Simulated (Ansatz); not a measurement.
**V3Au: further runs on the relaxed cell**

The task, for V3Au: measure the bulk modulus from energies at several volumes.

Computed with Ansatz 0.2.0 (DFT r2SCAN, scalar-relativistic, plane waves, PAW, unless a step's input says otherwise).

2 further runs of the same task are left out: 2 that didn't finish.

## Step 1: The structure to begin with

The structure is cubic, space group Pm-3m (No. 221). Conventional cell: a = 3.870 Å, b = 3.870 Å, c = 3.870 Å, α = 90.00°, β = 90.00°, γ = 90.00°. V (site symmetry 4/mmm) is surrounded by 8 V at 2.74 Å and 4 Au at 2.74 Å. Au (site symmetry m-3m) is surrounded by 12 V at 2.74 Å.

As a file:

```
CELL_PARAMETERS angstrom
3.87021 0.00000 0.00000
0.00000 3.87021 0.00000
0.00000 0.00000 3.87021
ATOMIC_POSITIONS crystal
V 0.00000 0.50000 0.50000
V 0.50000 0.00000 0.50000
V 0.50000 0.50000 0.00000
Au 0.00000 0.00000 0.00000
```

This cell was relaxed beforehand with the same method: volume 14.49 Å³/atom, gap on the mesh none (metal), site moments up to 0.8 μB.

## Step 2: Point at V/V0 = 0.97

Input file input.yaml:

```yaml
crystal:
  lattice:
    - [3.8311183452, 0.0, 0.0]
    - [0.0, 3.8311183452, 0.0]
    - [0.0, 0.0, 3.8311183452]
  atoms:
    - { symbol: V, position: [0.0, 0.5, 0.5], spin: 0.93 }
    - { symbol: V, position: [0.5, 0.0, 0.5], spin: 0.93 }
    - { symbol: V, position: [0.5, 0.5, 0.0], spin: 0.93 }
    - { symbol: Au, position: [0.0, 0.0, 0.0] }
basis:
  ecutwfc: 500
kpoints:
  mp_grid: { grid: [12, 12, 12] }
hamiltonian:
  xc: r2scan
scf:
  occupations: { method: gaussian, width: 0.1 }
output:
  forces: true
  stress: true
  eigenvalues: true
  populations: true
magnetization:
  spin_polarized: true
```

On the command line:

```
ansatz run input.yaml --threads 1 --pin off --max-ram 2560MiB --backend cpu --events-out ev --progress --plain --runs-dir out
```

## Step 3: The cell scaled to 1.03 of its volume

input.yaml: that of step 2 with these lines changed.

```diff
@@ -2,5 +2,5 @@
   lattice:
-    - [3.8311183452, 0.0, 0.0]
-    - [0.0, 3.8311183452, 0.0]
-    - [0.0, 0.0, 3.8311183452]
+    - [3.9085355334, 0.0, 0.0]
+    - [0.0, 3.9085355334, 0.0]
+    - [0.0, 0.0, 3.9085355334]
   atoms:
```

## Step 4: Volume × 0.94

input.yaml: that of step 3 with these lines changed.

```diff
@@ -2,5 +2,5 @@
   lattice:
-    - [3.9085355334, 0.0, 0.0]
-    - [0.0, 3.9085355334, 0.0]
-    - [0.0, 0.0, 3.9085355334]
+    - [3.7912079601, 0.0, 0.0]
+    - [0.0, 3.7912079601, 0.0]
+    - [0.0, 0.0, 3.7912079601]
   atoms:
```

## Step 5: Volume × 1.06

input.yaml: that of step 4 with these lines changed.

```diff
@@ -2,5 +2,5 @@
   lattice:
-    - [3.7912079601, 0.0, 0.0]
-    - [0.0, 3.7912079601, 0.0]
-    - [0.0, 0.0, 3.7912079601]
+    - [3.9461199115, 0.0, 0.0]
+    - [0.0, 3.9461199115, 0.0]
+    - [0.0, 0.0, 3.9461199115]
   atoms:
```

(Steps that only read results are left out.)

Before running it: what results should come out? Wanted: equilibrium volume of the fit; bulk modulus.

**Answer**, as computed:

```
                     quantity          value
equilibrium volume of the fit  14.50 Å³/atom
                 bulk modulus        164 GPa
      its pressure derivative            3.2
```

**Reading.** The fit puts the minimum at 14.50 Å³/atom with B = 164 GPa and B' = 3.2. Other magnetic orders or occupations could lie lower; they were not searched in full. Spin-orbit coupling is left out for Au. The small moment in this metal comes from r2SCAN alone, which enlarges such moments; no other functional was run here.
